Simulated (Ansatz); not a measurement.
Which YAML input does this script hand to the engine? (Ansatz's Python interface)

`energy.py`
```python
"""Single point of CH8BNSi."""

import sys

import ansatz

ch8bnsi = (
    ansatz.Crystal.molecule()
    .atom("C", (-1.05, 1.1964, -0.2349))
    .atom("B", (-0.1893, 0.0533, 0.2832))
    .atom("N", (-0.3529, -0.422, 1.7082))
    .atom("Si", (1.1766, -0.7669, -0.9137))
    .atom("H", (-1.7098, 0.8762, -1.1169))
    .atom("H", (-1.7697, 1.6104, 0.562))
    .atom("H", (-0.4297, 2.0841, -0.578))
    .atom("H", (-0.5082, -1.4257, 1.6819))
    .atom("H", (0.6232, -0.3125, 2.2112))
    .atom("H", (2.0623, 0.2371, -1.3533))
    .atom("H", (0.385, -1.3535, -2.0419))
    .atom("H", (1.8396, -1.8321, -0.1736))
)

base = (
    ch8bnsi.calculation()
    .basis(gaussian="aug-cc-pVDZ")
    .functional(ansatz.LibraryFunctional("wB97"))
)
try:
    summary = base.run().report
except ansatz.AnsatzError as error:
    sys.exit(f"{type(error).__name__}: {error}")

print("reference energy %16.6f eV" % summary["reference_energy_ev"])
print("total energy     %16.6f eV" % summary["free_energy_ev"])
print("occupied orbitals outside the frozen core (up, down):", summary["n_occupied"], " frozen:", summary["n_frozen"], " virtual:", summary["n_virtual"])

field = summary["mean_field"]
print("<S^2> =", round(abs(field["state"]["spin_squared"]), 4), " all-electron relativity setting:", field["relativity"])
print("passes:", field["passes"])
if "symmetry" in field:
    print("occupied orbitals by irrep:", field["symmetry"]["occupied"])
```

Output of `python energy.py`:
```text
reference energy    -11210.253396 eV
total energy        -11210.253396 eV
occupied orbitals outside the frozen core (up, down): [20, 20]  frozen: 0  virtual: [148, 148]
<S^2> = 0.0  all-electron relativity setting: none
passes: {'evaluations': 15, 'products': 15}
occupied orbitals by irrep: [{'A': 20}, {'A': 20}]
```

`input.yaml`:
```yaml
crystal:
  periodic: [false, false, false]
  atoms:
    - { symbol: C, position_ang: [-1.05, 1.1964, -0.2349] }
    - { symbol: B, position_ang: [-0.1893, 0.0533, 0.2832] }
    - { symbol: "N", position_ang: [-0.3529, -0.422, 1.7082] }
    - { symbol: Si, position_ang: [1.1766, -0.7669, -0.9137] }
    - { symbol: H, position_ang: [-1.7098, 0.8762, -1.1169] }
    - { symbol: H, position_ang: [-1.7697, 1.6104, 0.562] }
    - { symbol: H, position_ang: [-0.4297, 2.0841, -0.578] }
    - { symbol: H, position_ang: [-0.5082, -1.4257, 1.6819] }
    - { symbol: H, position_ang: [0.6232, -0.3125, 2.2112] }
    - { symbol: H, position_ang: [2.0623, 0.2371, -1.3533] }
    - { symbol: H, position_ang: [0.385, -1.3535, -2.0419] }
    - { symbol: H, position_ang: [1.8396, -1.8321, -0.1736] }
basis:
  gaussian: { orbitals: aug-cc-pVDZ }
hamiltonian:
  xc: { name: wB97 }
```

The program run on that file:
```console
$ ansatz run input.yaml --threads 1 --pin off --max-ram 4096MiB --backend cpu --events-out ev --progress --plain --runs-dir out
Engine: ansatz 0.2.0, aarch64-unknown-linux-gnu
Functional definition: wB97
  parameter omega = 0.4/bohr
  parameter cx1 = 1.13116
  parameter cx2 = -2.74915
  parameter cx3 = 12.0900
  parameter cx4 = -5.71642
  parameter css1 = -2.55352
  parameter css2 = 11.8926
  parameter css3 = -26.9452
  parameter css4 = 17.0927
  parameter cos1 = 3.99051
  parameter cos2 = -17.0066
  parameter cos3 = 1.07292
  parameter cos4 = 8.88211
  exchange = spin_sum(e_x_unif_sr(omega)*poly(b97_u_x, 1, cx1, cx2, cx3, cx4)) + exact_x_lr(omega)
  correlation = spin_sum(e_c_pw_same_spin*poly(b97_u_same, 1, css1, css2, css3, css4))
      + integral(e_c_pw_opposite_spin*poly(b97_u_opposite, 1, cos1, cos2, cos3, cos4))
1516 factors; their error is unknown
869 factors; integrals over basis functions are off by at most 5.7e-6 eV
mean field evaluation 1: about -11203.9492 eV, gradient 5.3e1 eV
mean field evaluation 2: about -11206.0590 eV, gradient 4.4e1 eV
mean field evaluation 4: about -11210.3038 eV, gradient 2.0e0 eV
mean field evaluation 8: about -11210.3173 eV, gradient 5.6e-2 eV
mean field evaluation 16: about -11210.2534 eV, gradient 4.5e-5 eV
mean field -11210.25342237 eV, -411.9692146893 hartree, gradient 4.5e-5 eV, S^2 0.000000; 0 other end points of the search recorded, 0 dependent functions left out
reference -11210.25339630 eV, -411.9692137315 hartree; 20, 20 occupied and 148, 148 virtual orbitals, 1516 factors
Total energy: -11210.25339630 eV, -411.9692137315 hartree
```

Caveats:
- Total energies depend on the basis set; only differences at equal settings carry meaning.
- The geometry is a force-field or estimated start, not a minimum of this method, and the basis set is short of its limit.
- Hardware and time: 13 s on 1 thread of Arm Neoverse V2, with other jobs on the host, peak memory 0.47 GiB.
